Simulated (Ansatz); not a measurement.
# Cl2H5NSi2: up Jacob's ladder to CCSD(T)

The task here is to estimate one member of a computed series from the others.

Program: Ansatz 0.2.0, Gaussian basis. Level of theory: functionals in def2-TZVPP, the program's frozen cores in correlated methods. These are calculated values, not measurements.

Levels to be run: LDA (SPW92), PBE-D4, revPBE-D4, BLYP-D4, r2SCAN-D4, B97M-V, PBE0-D4, B3LYP-D4, r2SCANh-D4, r2SCAN0-D4, HSE06-D4, BHLYP-D4, CAM-B3LYP-D4, LC-ωPBE, ωB97X-V, ωB97M-V, B2PLYP, PBE-QIDH; CCSD(T)/def2-SVP; CCSD(T)/def2-TZVPP; MP2/def2-QZVPP; extrapolation to the limit; RPA on PBE.

## The relaxed structure

The geometry comes from an earlier relaxation with PBE0-D4 in a triple-zeta def2 set; it is a stationary point, not always the lowest conformer.

SMILES `Cl[SiH2]N[SiH2]Cl`, 10 atoms, charge 0, spin multiplicity 1.

Atoms are counted from 1 here; the program's logs count them from 0.

Bond lengths: Cl1–Si2 2.059 Å, Si2–N3 1.715 Å, Si2–H6 1.478 Å, Si2–H7 1.477 Å, N3–Si4 1.715 Å, N3–H8 1.011 Å, Si4–Cl5 2.059 Å, Si4–H9 1.479 Å, Si4–H10 1.477 Å. Angles: Cl1–Si2–N3 112.2°, Cl1–Si2–H6 106.0°, Cl1–Si2–H7 107.4°, N3–Si2–H6 110.3°, N3–Si2–H7 107.9°, H6–Si2–H7 113.0°, Si2–N3–Si4 127.4°, Si2–N3–H8 116.3°, Si4–N3–H8 116.3°, N3–Si4–Cl5 112.2°, N3–Si4–H9 110.3°, N3–Si4–H10 107.9°, Cl5–Si4–H9 106.0°, Cl5–Si4–H10 107.4°, H9–Si4–H10 113.0°.

The first run:

in.yaml

```yaml
crystal:
  periodic: [false, false, false]
  atoms:
    - {symbol: Cl, position_ang: [-2.318700, -1.418130, 1.357156]}
    - {symbol: Si, position_ang: [-1.344973, 0.267495, 0.686118]}
    - {symbol: N, position_ang: [-0.248837, -0.080164, -0.585871]}
    - {symbol: Si, position_ang: [1.453779, -0.251187, -0.475813]}
    - {symbol: Cl, position_ang: [2.448073, 1.443580, -1.091562]}
    - {symbol: H, position_ang: [-2.402049, 1.188305, 0.216501]}
    - {symbol: H, position_ang: [-0.568013, 0.809768, 1.819630]}
    - {symbol: H, position_ang: [-0.652131, -0.197001, -1.505717]}
    - {symbol: H, position_ang: [1.918476, -1.340312, -1.361202]}
    - {symbol: H, position_ang: [1.797574, -0.473655, 0.943660]}
basis:
  gaussian: {orbitals: def2-TZVPP}
hamiltonian: {xc: lda}
output: {orbitals: {seedname: orbitals}}
```

Run with:

```console
$ ansatz run in.yaml --threads 4 --pin off --events-out ev --progress --plain --max-ram 10444MiB
```

Among the steps run: LDA; PBE-D4 (GGA); revPBE-D4 (GGA); BLYP-D4 (GGA); r2SCAN-D4 (meta-GGA); B97M-V (meta-GGA); B3LYP-D4 (hybrid); r2SCANh-D4 (hybrid); r2SCAN0-D4 (hybrid); HSE06-D4 (hybrid); BHLYP-D4 (hybrid); CAM-B3LYP-D4 (range-separated); LC-ωPBE (range-separated); ωB97X-V (range-separated); ωB97M-V (range-separated); B2PLYP (double hybrid); PBE-QIDH (double hybrid).

One of the session's tables, all rows but one given; the rest of the session is left out.

It belongs to the step «Frontier levels by functional». 

```
  functional  HOMO (eV)  gap (eV)
 LDA (SPW92)      -7.27      6.08
      PBE-D4      -7.10      6.17
   revPBE-D4      -7.04      6.22
     BLYP-D4      -6.94      6.14
   r2SCAN-D4      -7.43      6.89
      B97M-V      -7.55      6.78
     PBE0-D4      -8.47      8.38
    B3LYP-D4      -8.20      7.90
  r2SCANh-D4      -7.93      7.68
  r2SCAN0-D4      -8.70      8.86
    HSE06-D4      -8.07      7.61
    BHLYP-D4      -9.72     10.47
CAM-B3LYP-D4      -9.83     10.71
     LC-ωPBE     -11.25     13.31
     ωB97X-V          ?         ?
     ωB97M-V     -10.75     12.30
```

Q: Estimate the row for ωB97X-V from the others.

As computed: HOMO (eV): -10.87; gap (eV): 12.76. In the column «HOMO (eV)» it lies between LC-ωPBE (-11.25) and ωB97M-V (-10.75).
